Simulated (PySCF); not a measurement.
**Ge²⁺: excitation energy in x2c-TZVPPall**

Wanted: the excitation energy of germanium, up a ladder of methods.

The numbers are computed with PySCF 2.14.0 (unrestricted determinants in a Gaussian basis, no spin-orbit coupling in the energies), except any that are marked as measured or tabulated.

**1. The atom as given**

| Quantity | Value |
| --- | --- |
| Element | germanium (Z = 32) |
| Basis | x2c-TZVPPall |
| Hamiltonian | scalar relativity by spin-free X2C-1e |
| State 1 | Ge²⁺: [Ar] 3d10 4s1 4p1, high-spin 3P determinant (an excited configuration) |
| State 2 | Ge²⁺: [Ar] 3d9 4s2 4p1, one real determinant (an excited configuration) |
| Needed too, but not shown | Ge²⁺ [Ar] 3d10 4s2 (1S) |
| Methods | CCSD(T) |
| Core shells frozen in the correlated runs | valence and next inner shell: [Ne] (for Ge²⁺) |

The outer shells:

Ge2+ [Ar] 3d10 4s1 4p1
```
[Ar] core
3d [↑↓][↑↓][↑↓][↑↓][↑↓]
4s [↑ ]
4p [↑ ][  ][  ]
```

Ge2+ [Ar] 3d9 4s2 4p1
```
[Ar] core
3d [↑↓][↑↓][↑↓][↑↓][↑ ]
4s [↑↓]
4p [↑ ][  ][  ]
```

The runs were made by one driver on top of PySCF. The scripts below sum up each run's settings (the driver also hands on starting orbitals that pick excited configurations, and frozen orbitals as a list rather than a count), and the logs come from the driver's own runs. The driver starts from symmetry-adapted Hartree-Fock orbitals, holds the occupation by maximum overlap and uses a logarithmic radial grid for functionals, so a plain start would take other cycles.

The integrals over 48 functions and the set-up took 0.38 s of CPU time.

**2. Ge²⁺ [Ar] 3d10 4s1 4p1: CCSD(T) (valence and next inner shell)**

**CCSD(T) (valence and next inner shell)**

File input.py:

```python
from pyscf import gto, scf, dft, mp, cc
import basis_set_exchange as bse
mol = gto.M(atom="Ge 0 0 0", charge=2, spin=2, symmetry="D2h",
            basis=gto.basis.parse(bse.get_basis("x2c-TZVPPall", elements=["Ge"], fmt="nwchem")),
            nucmod="G")
mf = scf.UHF(mol).sfx2c1e()
mf.irrep_nelec = {'Ag': (6, 5), 'B1g': (1, 1), 'B2g': (1, 1), 'B3g': (1, 1), 'B1u': (2, 2), 'B2u': (3, 2), 'B3u': (2, 2)}
mf.kernel()
mycc = cc.CCSD(mf, frozen=5).run()
mycc.ccsd_t()
```

Log:

```text
CC2 = 0
CCSD nocc = (np.int64(11), np.int64(9)), nmo = (43, 43)
frozen orbitals [[0, 1, 2, 3, 4], [0, 1, 2, 3, 4]]
max_cycle = 100
direct = 0
conv_tol = 1e-08
conv_tol_normt = 1e-06
diis_space = 8
diis_start_cycle = 0
Init t2, MP2 energy = -0.263691261175958
Init E_corr(UCCSD) = -0.263691261177516
cycle = 1  E_corr(UCCSD) = -0.232169231313891  dE = 0.0315220299  norm(t1,t2) = 0.0555466
cycle = 2  E_corr(UCCSD) = -0.244699919590415  dE = -0.0125306883  norm(t1,t2) = 0.0161406
cycle = 3  E_corr(UCCSD) = -0.242594821019239  dE = 0.00210509857  norm(t1,t2) = 0.00635929
cycle = 4  E_corr(UCCSD) = -0.242900955208332  dE = -0.000306134189  norm(t1,t2) = 0.00165355
cycle = 5  E_corr(UCCSD) = -0.242938116845211  dE = -3.71616369e-05  norm(t1,t2) = 0.000250491
cycle = 6  E_corr(UCCSD) = -0.242924985803642  dE = 1.31310416e-05  norm(t1,t2) = 8.32305e-05
cycle = 7  E_corr(UCCSD) = -0.242924402372598  dE = 5.83431044e-07  norm(t1,t2) = 1.66287e-05
cycle = 8  E_corr(UCCSD) = -0.242925295647222  dE = -8.93274624e-07  norm(t1,t2) = 3.91568e-06
cycle = 9  E_corr(UCCSD) = -0.242925275495424  dE = 2.01517982e-08  norm(t1,t2) = 1.09735e-06
cycle = 10  E_corr(UCCSD) = -0.24292522124068  dE = 5.42547436e-08  norm(t1,t2) = 2.03083e-07
cycle = 11  E_corr(UCCSD) = -0.242925223394053  dE = -2.15337256e-09  norm(t1,t2) = 5.24904e-08
UCCSD converged
E(UCCSD) = -2096.221734967198  E_corr = -0.242925223394053
UCCSD(T) correction = -0.00480632508190609
```

CPU time 7.5 s on a shared host, the integrals not counted.

CCSD correlation -0.24293 hartree, triples -0.00481; total -2096.226541. T1 = 0.006, largest double amplitude 0.031.

**3. Ge²⁺ [Ar] 3d9 4s2 4p1: CCSD(T) (valence and next inner shell)**

**CCSD(T) (valence and next inner shell)**

input.py, as its differences from that of step 2:

```diff
@@ -6,3 +6,3 @@
 mf = scf.UHF(mol).sfx2c1e()
-mf.irrep_nelec = {'Ag': (6, 5), 'B1g': (1, 1), 'B2g': (1, 1), 'B3g': (1, 1), 'B1u': (2, 2), 'B2u': (3, 2), 'B3u': (2, 2)}
+mf.irrep_nelec = {'Ag': (6, 5), 'B1g': (1, 1), 'B2g': (1, 1), 'B3g': (1, 1), 'B1u': (3, 2), 'B2u': (2, 2), 'B3u': (2, 2)}
 mf.kernel()
```

Log:

```text
CC2 = 0
CCSD nocc = (np.int64(11), np.int64(9)), nmo = (43, 43)
frozen orbitals [[0, 1, 2, 3, 4], [0, 1, 2, 3, 4]]
max_cycle = 100
direct = 0
conv_tol = 1e-08
conv_tol_normt = 1e-06
diis_space = 8
diis_start_cycle = 0
Init t2, MP2 energy = -0.240203641091665
Init E_corr(UCCSD) = -0.240203641091992
cycle = 1  E_corr(UCCSD) = -0.233209951094969  dE = 0.00699369  norm(t1,t2) = 0.0611469
cycle = 2  E_corr(UCCSD) = -0.242466988129377  dE = -0.00925703703  norm(t1,t2) = 0.0572034
cycle = 3  E_corr(UCCSD) = -0.242554044154721  dE = -8.70560253e-05  norm(t1,t2) = 0.122334
cycle = 4  E_corr(UCCSD) = -0.242837392359244  dE = -0.000283348205  norm(t1,t2) = 0.0227833
cycle = 5  E_corr(UCCSD) = -0.241412251627233  dE = 0.00142514073  norm(t1,t2) = 0.0254617
cycle = 6  E_corr(UCCSD) = -0.243311924549256  dE = -0.00189967292  norm(t1,t2) = 0.0161206
cycle = 7  E_corr(UCCSD) = -0.243582418041018  dE = -0.000270493492  norm(t1,t2) = 0.0102154
cycle = 8  E_corr(UCCSD) = -0.244300889380573  dE = -0.00071847134  norm(t1,t2) = 0.00900165
cycle = 9  E_corr(UCCSD) = -0.245569592691243  dE = -0.00126870331  norm(t1,t2) = 0.00638631
cycle = 10  E_corr(UCCSD) = -0.245775654149123  dE = -0.000206061458  norm(t1,t2) = 0.00332313
[... 71 lines left out ...]
cycle = 82  E_corr(UCCSD) = -0.245953448253051  dE = 2.48447379e-08  norm(t1,t2) = 2.2066e-05
cycle = 83  E_corr(UCCSD) = -0.245953503129174  dE = -5.48761223e-08  norm(t1,t2) = 1.98136e-05
cycle = 84  E_corr(UCCSD) = -0.245952809775004  dE = 6.9335417e-07  norm(t1,t2) = 1.91115e-05
cycle = 85  E_corr(UCCSD) = -0.245952736997058  dE = 7.27779456e-08  norm(t1,t2) = 1.84225e-05
cycle = 86  E_corr(UCCSD) = -0.245952758740111  dE = -2.17430528e-08  norm(t1,t2) = 1.87002e-05
cycle = 87  E_corr(UCCSD) = -0.245952550057595  dE = 2.08682516e-07  norm(t1,t2) = 1.8455e-05
cycle = 88  E_corr(UCCSD) = -0.245952115350807  dE = 4.34706788e-07  norm(t1,t2) = 1.92614e-05
cycle = 89  E_corr(UCCSD) = -0.245952318625615  dE = -2.03274808e-07  norm(t1,t2) = 1.69607e-05
cycle = 90  E_corr(UCCSD) = -0.24595210219259  dE = 2.16433025e-07  norm(t1,t2) = 3.30519e-05
cycle = 91  E_corr(UCCSD) = -0.245952188947327  dE = -8.67547368e-08  norm(t1,t2) = 2.30785e-05
[... the stored log ends here ...]
```

It used 29 s of CPU time after the integrals (shared host).

This run did not converge, so its energy enters no difference.

**4. The energy differences**

Excitation energy: Ge²⁺ [Ar] 3d10 4s2 (1S) → Ge²⁺ [Ar] 3d10 4s1 4p1 (3P).

```tsv
method	value (eV)	less CCSD(T) (valence and next inner shell) (eV)
UHF	6.487	-1.135
MP2 (valence and next inner shell)	7.416	-0.206
SCS-MP2 (valence and next inner shell)	7.579	-0.042
CCSD (valence and next inner shell)	7.578	-0.044
CCSD(T) (valence and next inner shell)	7.622	+0.000
```

A first-order spin-orbit estimate (lowest level to lowest level, LS coupling) adds -0.174 eV.

The differences also use runs on Ge²⁺ [Ar] 3d10 4s2 (1S), which are not shown here. The runs at UHF, MP2 (valence and next inner shell) are not shown; their differences are listed all the same.

**5. Results**

| quantity | value |
| --- | --- |
| excitation energy, Ge²⁺ → [Ar] 3d10 4s1 4p1 | UHF 6.487, CCSD(T) (valence and next inner shell) 7.622 eV |

Accuracy by level (over 1 difference):

```tsv
method	mean absolute miss against CCSD(T) (valence and next inner shell) (eV)
UHF	1.135
MP2 (valence and next inner shell)	0.206
SCS-MP2 (valence and next inner shell)	0.042
CCSD (valence and next inner shell)	0.044
CCSD(T) (valence and next inner shell)	0.000
```

In words: The methods span 1.135 eV, from UHF (6.487) to CCSD(T) (valence and next inner shell) (7.622). No reference value is at hand in this session. The basis is finite, and no extrapolation was made.
